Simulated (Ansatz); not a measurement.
# Bi2B4− (doublet): energies up the ladder

The task, for Bi2B4− (doublet): energies up the ladder. Charge -1. Spin multiplicity 2.

Program: Ansatz 0.2.0. Level of theory: the levels named in each step. These are calculated values, not measurements.

### Step 1. The system as given

Bond lengths: Bi1–B2 2.205 Å, Bi1–B3 2.384 Å, B2–B3 1.606 Å, Bi1–B4 1.950 Å, B2–B4 1.749 Å, B3–B4 1.595 Å, Bi1–Bi5 2.807 Å, B2–Bi5 1.950 Å, B4–Bi5 2.205 Å, B2–B6 1.595 Å, B3–B6 1.685 Å, B4–B6 1.606 Å, Bi5–B6 2.384 Å. Angles (14 of 44 angles, heavy atoms first): Bi1–B2–B3 75.6°, Bi1–B2–B4 57.7°, Bi1–B2–Bi5 84.7°, Bi1–B2–B6 114.4°, B3–B2–B4 56.6°, B3–B2–Bi5 128.9°, B3–B2–B6 63.5°, B4–B2–Bi5 73.0°, B4–B2–B6 57.2°, Bi5–B2–B6 83.9°, B2–Bi1–B3 40.7°, B2–Bi1–B4 49.3°, B2–Bi1–Bi5 43.8°, B3–Bi1–B4 41.7°.

Coordinates:

```xyz
6

Bi   -0.1933    1.4000    0.0002
B    -1.0361   -0.4637    0.8247
B    -2.2822    0.2557    0.1119
B    -1.0859   -0.0916   -0.8839
Bi    0.5171   -1.3153    0.0089
B    -1.8555   -1.3386   -0.2273
```

### Step 2. A rough first relaxation, PBE-D4/def2-SVPD

Input file input.yaml:

```yaml
crystal:
  periodic: [false, false, false]
  atoms:
    - { symbol: Bi, position_ang: [-0.19326, 1.40002, 0.00017] }
    - { symbol: B, position_ang: [-1.03613, -0.46367, 0.82471] }
    - { symbol: B, position_ang: [-2.28218, 0.25575, 0.11193] }
    - { symbol: B, position_ang: [-1.08587, -0.09165, -0.88386] }
    - { symbol: Bi, position_ang: [0.51709, -1.31527, 0.00886] }
    - { symbol: B, position_ang: [-1.8555, -1.33857, -0.22727] }
magnetization:
  spin_polarized: true
  initial_magnetization: 1
total_charge: -1
basis:
  gaussian: { orbitals: def2-SVPD }
hamiltonian:
  xc: pbe
  dispersion: d4
relax:
  f_tol: 0.03
  max_steps: 200
```

Command:

```console
$ ansatz run input.yaml --threads 4 --pin off --max-ram 10240MiB --backend cpu --events-out ev --progress --plain --runs-dir out
```

After this run come: Relaxation, PBE0-D4/def2-TZVPPD; Frequencies, PBE0-D4/def2-TZVPPD; Single point, PBE-D4/def2-TZVPPD; Single point, r2SCAN-D4/def2-TZVPPD; Single point, B3LYP-D4/def2-TZVPPD; Single point, wB97M-V/def2-TZVPPD; Single point, B2PLYP/def2-TZVPPD; Single point, LDA/def2-TZVPPD; Single point, PBE0-D4/def2-SVPD; Single point, PBE-D4/def2-SVPD.

**Question.** What will these runs give? Wanted: Bi1–B2 at PBE0-D4/def2-TZVPPD; Bi1–B3 at PBE0-D4/def2-TZVPPD; Bi1–B4 at PBE0-D4/def2-TZVPPD; frequencies at PBE0-D4/def2-TZVPPD; energy at PBE-D4/def2-SVPD.

**Answer**, as computed:

```
                          quantity            value
     Bi1–B2 at PBE0-D4/def2-TZVPPD          2.334 Å
     Bi1–B3 at PBE0-D4/def2-TZVPPD          2.279 Å
     Bi1–B4 at PBE0-D4/def2-TZVPPD          2.333 Å
frequencies at PBE0-D4/def2-TZVPPD  97 to 1234 cm⁻¹
        energy at PBE-D4/def2-SVPD    -14380.041 eV
```

What this shows: No mode is imaginary, so the geometry is a minimum. These totals serve in differences with atoms or fragments at the same level; alone they don't rank the methods. Heavy atoms carry effective core potentials in def2 sets, and spin-orbit coupling is left out.
